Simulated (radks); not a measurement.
# Ionisation energy and size from K⁴⁺ to Co⁴⁺

The task here is to estimate one member of a computed series from the others.

Program: radks (a radial shooting solver on a logarithmic mesh, Libxc functionals) version 1. Level of theory: Dirac Kohn-Sham, PBEsol, spin-unpolarised, spherical densities, finite nucleus; open shells fill j = l - 1/2 first. These are calculated values, not measurements, unless marked.

### Starting point

| Item | Value |
| --- | --- |
| species | K⁴⁺, Ca⁴⁺, Sc⁴⁺, Ti⁴⁺, V⁴⁺, Cr⁴⁺, Mn⁴⁺, Fe⁴⁺, Co⁴⁺ |
| runs | 18, each species and its next ion |

Set-up of the first run:

Settings of this run:

```text
Z 19
configuration [Ne] 3s2 3p3
relativity Dirac
functional pbe_sol,pbe_sol
spin unpolarised
j_filling energy
nucleus finite rms 3.4349 fm
c 137.035999084
```

Among the steps run: K⁴⁺, [Ne] 3s2 3p3; K⁵⁺, [Ne] 3s2 3p2; Ca⁴⁺, [Ne] 3s2 3p4; Ca⁵⁺, [Ne] 3s2 3p3; Sc⁴⁺, [Ne] 3s2 3p5; Sc⁵⁺, [Ne] 3s2 3p4; Ti⁴⁺, [Ar]; Ti⁵⁺, [Ne] 3s2 3p5; V⁴⁺, [Ar] 3d1; V⁵⁺, [Ar]; Cr⁴⁺, [Ar] 3d2; Cr⁵⁺, [Ar] 3d1; Mn⁴⁺, [Ar] 3d3; Mn⁵⁺, [Ar] 3d2; Fe⁴⁺, [Ar] 3d4; Fe⁵⁺, [Ar] 3d3; Co⁴⁺, [Ar] 3d5; Co⁵⁺, [Ar] 3d4.

One table of the session follows, with a row left open; its other results are not shown here.

```
species  Δ-SCF (eV)  −ε(HOMO) (eV)  its <r> (bohr)
    K⁴⁺      79.946         71.215            1.24
   Ca⁴⁺      86.408         77.128            1.16
   Sc⁴⁺      92.883         83.068            1.09
   Ti⁴⁺      99.389         89.049            1.03
    V⁴⁺      65.245         55.193            1.08
   Cr⁴⁺      68.404         58.012            1.02
   Mn⁴⁺      71.472         60.744           0.965
   Fe⁴⁺      74.458         63.398           0.919
   Co⁴⁺           ?              ?               ?
```

Estimate the missing values for Co⁴⁺.

**Answer.** Δ-SCF (eV): 77.126; −ε(HOMO) (eV): 65.764; its <r> (bohr): 0.879. In the column «Δ-SCF (eV)» it lies between Fe⁴⁺ (74.458) and K⁴⁺ (79.946).

Spin polarisation and multiplet splitting are left out, so open shells lie too high by an amount that depends on their filling.
